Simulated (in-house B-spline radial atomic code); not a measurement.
# Zr²⁸⁺: highest level by several methods

Aim: see how far minus the highest orbital energy of Zr²⁸⁺ stands from its tabulated ionisation energy, method by method.

Method: scalar-relativistic (X2C), several functionals, spin-polarised; spherical all-electron atom at the radial basis limit. Code: in-house B-spline radial atomic code version 1.

### Step 1. The system

* element: zirconium (Z = 40)
* charge: +28
* electrons: 12
* configuration: [Ne] 3s2
* nucleus: Fermi, rms radius 4.269 fm

The outer shells:

[Ne] 3s2
```
[Ne] core
3s [↑↓]
```

Where spins are not typed, each open shell is filled with up spins first.

### Step 2. M06-2X, a global hybrid

Settings, as recorded:

```ini
Z = 40
electrons = 12.0
configuration = [Ne] 3s2
hamiltonian = x2c
method = m062x
spin_polarised = True
nucleus = fermi
rms_radius = 4.2694
mass_number = 90
atomic_mass = 89.904698755
speed_of_light = 137.035999084
```

Main fields of the result record, rounded:

```text
{
  "status": "converged",
  "warnings": ["restarted with heavier damping", "states collapsed into the nucleus by a negative tau potential were left out of the aufbau", "the next ion did not converge"],
  "scf [iteration, energy, orbital gradient]": [
    [1, -3032.79428867, 0.128],
    [2, -3032.80109137, 0.00485],
    [3, -3032.80109364, 0.00395],
    [4, -3032.80109506, 0.00321],
    [5, -3032.80092398, 0.00262],
    [6, -3032.80109651, 0.00213],
    [7, -3032.80109689, 0.00173],
    [8, -3032.80109712, 0.00141],
    [9, -3032.80109727, 0.00115],
    [10, -3032.80109737, 0.000935],
    [11, -3032.80109743, 0.000761],
    [12, -3032.80109745, 0.000619],
    [13, -3032.80109738, 0.000504],
    [14, -3032.80109744, 0.00041],
    [15, -3032.80109751, 0.000333],
    [16, -3032.80109752, 0.000271],
    [17, -3032.80109753, 1.84e-05],
    [18, -3032.80109753, 1.66e-06],
    [19, -3032.80109753, 4.38e-06],
    [20, -3032.80109753, 1.73e-06],
    [21, -3032.80109754, 1.82e-06],
    [22, -3032.80109754, 1.01e-06],
    [23, -3032.80109754, 1.02e-06],
    [24, -3032.80109753, 2.11e-06],
    [25, -3032.80109753, 2.58e-06],
    [26, -3032.80109753, 2.45e-06],
    [27, -3032.80109754, 2.14e-06],
    [28, -3032.80109754, 5.99e-06],
    [29, -3032.80109754, 6.29e-06],
    [30, -3032.80109753, 5.55e-06],
    [31, -3032.80109753, 6.86e-06],
    [32, -3032.80109753, 7.13e-06],
    [33, -3032.80109753, 7.24e-06],
    [34, -3032.80109754, 6.27e-06],
    [35, -3032.80109754, 6.86e-06],
    [36, -3032.80109754, 5.91e-06],
    [37, -3032.80109754, 1.14e-06],
    [38, -3032.80109753, 2.9e-06],
    [39, -3032.80109753, 2.5e-06],
    [40, -3032.80109754, 2.18e-06],
    [41, -3032.80109754, 9.52e-07],
    [42, -3032.80109754, 1.45e-06],
    [43, -3032.80109754, 1.29e-06],
    [44, -3032.80109753, 2.19e-06],
    [45, -3032.80109753, 2.59e-06],
    "... 30 more rows left out ..."
  ],
  "energy [hartree]": {"total": -3032.80109754, "kinetic": 3150.35885922, "nuclear": -6571.11561135, "coulomb": 459.309365675, "exact_exchange": -38.0728903817, "xc": -33.2808207062},
  "orbitals [hartree, bohr; up spins, the down spins are equal]": [
    ["name", "occ", "eps", "<r>", "<r^2>", "<1/r>", "r_max"],
    ["1s up", 1.0, -712.25595, 0.036587, 0.0018157, 42.501, 0.023558],
    ["2s up", 1.0, -142.40307, 0.1592, 0.029823, 9.6551, 0.13568],
    ["2p up", 3.0, -132.98857, 0.13851, 0.023334, 9.1863, 0.10807],
    ["3s up", 1.0, -55.509412, 0.39192, 0.17445, 3.8151, 0.3709]
  ],
  "sum_r [bohr^k]": {"-1": 167.0605, "1": 2.006486, "2": 0.5521742},
  "radius_at_0.001 [bohr]": 0.9762,
  "radius_enclosing [bohr]": {"0.5": 0.1312, "0.9": 0.3624, "0.99": 0.6071},
  "slater [hartree]": {
    "F0(2p up,2p up)": 6.5761,
    "F2(2p up,2p up)": 3.123,
    "F0(2p up,2p down)": 6.5761,
    "F2(2p up,2p down)": 3.123,
    "F0(2p up,3s up)": 2.9977,
    "G1(2p up,3s up)": 0.30622,
    "F0(2p up,3s down)": 2.9977,
    "F0(2p down,2p down)": 6.5761,
    "F2(2p down,2p down)": 3.123,
    "F0(2p down,3s up)": 2.9977,
    "F0(2p down,3s down)": 2.9977,
    "G1(2p down,3s down)": 0.30622,
    "F0(3s up,3s up)": 2.289,
    "F0(3s up,3s down)": 2.289,
    "F0(3s down,3s down)": 2.289
  }
}
```

It took 4.5 s on 1 thread, shared host.

radius_at_0.001 is where the density falls to 0.001 electrons per bohr³. Meta-GGA runs start from a PBE run whose iterations are not counted.

Radial density 4πr²n(r) and radial functions P(r) = rR(r):

| r (bohr) | 4πr²n | 2p down | 3s down |
| --- | --- | --- | --- |
| 0.00228 | 3.792 | 0.0123 | 0.2126 |
| 0.00319 | 6.445 | 0.0223 | 0.2765 |
| 0.00447 | 10.69 | 0.0405 | 0.3549 |
| 0.00626 | 17.06 | 0.0733 | 0.4453 |
| 0.00876 | 25.77 | 0.1314 | 0.5405 |
| 0.0123 | 36.23 | 0.2336 | 0.6244 |
| 0.0172 | 45.72 | 0.4032 | 0.6637 |
| 0.0241 | 50.24 | 0.6755 | 0.6090 |
| 0.0337 | 47.03 | 1.0749 | 0.4011 |
| 0.0472 | 40.32 | 1.6008 | -0.0014 |
| 0.0661 | 41.38 | 2.1667 | -0.5476 |
| 0.0926 | 52.78 | 2.5688 | -1.0103 |
| 0.130 | 54.70 | 2.5365 | -0.9857 |
| 0.182 | 33.47 | 1.9533 | -0.1788 |
| 0.255 | 12.64 | 1.0640 | 1.1015 |
| 0.356 | 7.962 | 0.3637 | 1.8403 |
| 0.499 | 3.997 | 0.0638 | 1.4073 |
| 0.699 | 0.5283 | 0.0046 | 0.5139 |
| 0.979 | 0.01148 | 0.0001 | 0.0758 |
| 1.37 | 2.288e-05 | 0.0000 | 0.0034 |

Clear maxima of the radial density (full grid of the record): 0.024, 0.11 bohr.

X-ray form factor of the spherical density:

| sinθ/λ (1/Å) | f (electrons) |
| --- | --- |
| 0 | 12.000 |
| 0.1 | 11.959 |
| 0.2 | 11.840 |
| 0.3 | 11.646 |
| 0.4 | 11.388 |
| 0.6 | 10.719 |
| 0.8 | 9.931 |
| 1 | 9.114 |
| 1.4 | 7.608 |
| 1.8 | 6.369 |
| 2.5 | 4.630 |
| 4 | 2.246 |
| 6 | 1.294 |

### Step 3. PBE0, a global hybrid

Settings: those of step 2 with these lines changed.

```diff
@@ -4,3 +4,3 @@
 hamiltonian = x2c
-method = m062x
+method = pbe0
 spin_polarised = True
```

Main fields:

```text
{
  "status": "converged",
  "iterations": 7,
  "energy [hartree]": {"total": -3032.29118775, "kinetic": 3149.86243088, "nuclear": -6570.50608134, "coulomb": 459.18017582, "exact_exchange": -17.6241977245, "xc": -53.203515381},
  "orbitals [hartree, bohr; up spins, the down spins are equal]": [
    ["name", "occ", "eps", "<r>"],
    ["1s up", 1.0, -709.64355, 0.036568],
    ["2s up", 1.0, -141.63727, 0.15928],
    ["2p up", 3.0, -132.18833, 0.13869],
    ["3s up", 1.0, -55.296188, 0.39126]
  ],
  "sum_r [bohr^k]": {"-1": 167.0449, "1": 2.006381, "2": 0.5517619},
  "ionisation_energy [hartree]": 56.0036539
}
```

Run time: 0.2 s. Hardware: 1 thread, shared host.

The run also solves the next ion with the same method; the record keeps the difference, ionisation_energy.

### Step 4. ωB97X, a range-separated hybrid

Settings: those of step 3 with these lines changed.

```diff
@@ -4,3 +4,3 @@
 hamiltonian = x2c
-method = pbe0
+method = wb97x
 spin_polarised = True
```

Main fields:

```text
{
  "status": "converged",
  "warnings": ["the next ion did not converge"],
  "iterations": 42,
  "energy [hartree]": {"total": -3032.8848739, "kinetic": 3150.62209456, "nuclear": -6571.34383507, "coulomb": 459.270471463, "exact_exchange": -12.8261248865, "xc": -58.6074799746},
  "orbitals [hartree, bohr; up spins, the down spins are equal]": [
    ["name", "occ", "eps", "<r>"],
    ["1s up", 1.0, -708.84285, 0.036566],
    ["2s up", 1.0, -141.43261, 0.15932],
    ["2p up", 3.0, -132.05103, 0.13869],
    ["3s up", 1.0, -55.392152, 0.39055]
  ],
  "sum_r [bohr^k]": {"-1": 167.0673, "1": 2.005013, "2": 0.5503808}
}
```

Run time: 3.7 s. Hardware: 1 thread, shared host.

### Step 5. B3LYP, a global hybrid

Settings: those of step 4 with these lines changed.

```diff
@@ -4,3 +4,3 @@
 hamiltonian = x2c
-method = wb97x
+method = b3lyp
 spin_polarised = True
```

Main fields:

```text
{
  "status": "converged",
  "iterations": 7,
  "energy [hartree]": {"total": -3032.46321641, "kinetic": 3149.80857788, "nuclear": -6570.45861795, "coulomb": 459.184761693, "exact_exchange": -14.0987203068, "xc": -56.8992177276},
  "orbitals [hartree, bohr; up spins, the down spins are equal]": [
    ["name", "occ", "eps", "<r>"],
    ["1s up", 1.0, -709.13806, 0.036572],
    ["2s up", 1.0, -141.43704, 0.15935],
    ["2p up", 3.0, -132.05154, 0.1387],
    ["3s up", 1.0, -55.27323, 0.39118]
  ],
  "sum_r [bohr^k]": {"-1": 167.0434, "1": 2.006376, "2": 0.5517881},
  "ionisation_energy [hartree]": 56.0105578
}
```

It took 0.21 s on 1 thread, shared host.

### Step 6. TPSS, a meta-GGA

Settings: those of step 5 with these lines changed.

```diff
@@ -4,3 +4,3 @@
 hamiltonian = x2c
-method = b3lyp
+method = tpss,tpss
 spin_polarised = True
```

Main fields:

```text
{
  "status": "converged",
  "iterations": 6,
  "energy [hartree]": {"total": -3032.64450221, "kinetic": 3150.19877691, "nuclear": -6570.82995412, "coulomb": 459.168938179, "xc": -71.1822631816},
  "orbitals [hartree, bohr; up spins, the down spins are equal]": [
    ["name", "occ", "eps", "<r>"],
    ["1s up", 1.0, -707.75321, 0.036557],
    ["2s up", 1.0, -140.82831, 0.15937],
    ["2p up", 3.0, -131.47707, 0.13872],
    ["3s up", 1.0, -55.096798, 0.39112]
  ],
  "sum_r [bohr^k]": {"-1": 167.0528, "1": 2.006404, "2": 0.5516993},
  "ionisation_energy [hartree]": 55.9853172
}
```

Run time: 0.22 s. Hardware: 1 thread, shared host.

### Step 7. PBEsol, a GGA

Settings: those of step 6 with these lines changed.

```diff
@@ -4,3 +4,3 @@
 hamiltonian = x2c
-method = tpss,tpss
+method = pbesol
 spin_polarised = True
```

Main fields:

```text
{
  "status": "converged",
  "iterations": 7,
  "energy [hartree]": {"total": -3030.28630722, "kinetic": 3147.58872924, "nuclear": -6568.12080484, "coulomb": 459.041929735, "xc": -68.7961613644},
  "orbitals [hartree, bohr; up spins, the down spins are equal]": [
    ["name", "occ", "eps", "<r>"],
    ["1s up", 1.0, -706.46181, 0.036591],
    ["2s up", 1.0, -140.55447, 0.15954],
    ["2p up", 3.0, -131.35564, 0.13874],
    ["3s up", 1.0, -55.065474, 0.39102]
  ],
  "sum_r [bohr^k]": {"-1": 166.9823, "1": 2.006741, "2": 0.5518067},
  "ionisation_energy [hartree]": 55.9831705
}
```

It took 0.13 s on 1 thread, shared host.

### Step 8. BP86, a GGA

Settings: those of step 7 with these lines changed.

```diff
@@ -4,3 +4,3 @@
 hamiltonian = x2c
-method = pbesol
+method = b88,p86
 spin_polarised = True
```

Main fields:

```text
{
  "status": "converged",
  "iterations": 7,
  "energy [hartree]": {"total": -3032.89861026, "kinetic": 3150.68680791, "nuclear": -6571.38030586, "coulomb": 459.236089077, "xc": -71.4412013923},
  "orbitals [hartree, bohr; up spins, the down spins are equal]": [
    ["name", "occ", "eps", "<r>"],
    ["1s up", 1.0, -707.08682, 0.036569],
    ["2s up", 1.0, -140.66562, 0.15945],
    ["2p up", 3.0, -131.43442, 0.13869],
    ["3s up", 1.0, -55.105277, 0.39083]
  ],
  "sum_r [bohr^k]": {"-1": 167.0684, "1": 2.005829, "2": 0.5512422},
  "ionisation_energy [hartree]": 56.0221125
}
```

It took 0.14 s on 1 thread, shared host.

### Step 9. Results

| method | rung | total energy (hartree) | −ε highest (eV) | −ε less tabulated (eV) |
| --- | --- | --- | --- | --- |
| PBEsol | GGA | -3030.2863 | 1498.41 (3s up) | -26.69 |
| BP86 | GGA | -3032.8986 | 1499.49 (3s up) | -25.61 |
| TPSS | meta-GGA | -3032.6445 | 1499.26 (3s up) | -25.84 |
| M06-2X | global hybrid | -3032.8011 | 1510.49 (3s up) | -14.61 |
| PBE0 | global hybrid | -3032.2912 | 1504.69 (3s up) | -20.41 |
| B3LYP | global hybrid | -3032.4632 | 1504.06 (3s up) | -21.04 |
| ωB97X | range-separated hybrid | -3032.8849 | 1507.30 (3s up) | -17.80 |

Tables give 1525.1 ± 2.2 eV (semi-empirical; NIST Atomic Spectra Database) for the ionisation energy. M06-2X misses by -14.61 eV, the least, and PBEsol by -26.69 eV (1.8 %), the most. Mean absolute error by rung (exchange-only levels left out): GGA 26.15 eV, meta-GGA 25.84 eV, global hybrid 18.69 eV, range-separated hybrid 17.80 eV. Relativistic terms that these runs lack can be as large as the gaps between close methods, so the nearest may be so by luck. Spin-orbit coupling is left out.

What each method cost (CPU seconds, one thread, shared host; runs marked * also made radial tables):

| method | CPU time | miss (eV) |
| --- | --- | --- |
| PBEsol | 0.13 s | -26.69 |
| BP86 | 0.14 s | -25.61 |
| PBE0 | 0.2 s | -20.41 |
| B3LYP | 0.21 s | -21.04 |
| TPSS | 0.22 s | -25.84 |
| ωB97X | 3.7 s | -17.80 |
| M06-2X* | 4.5 s | -14.61 |
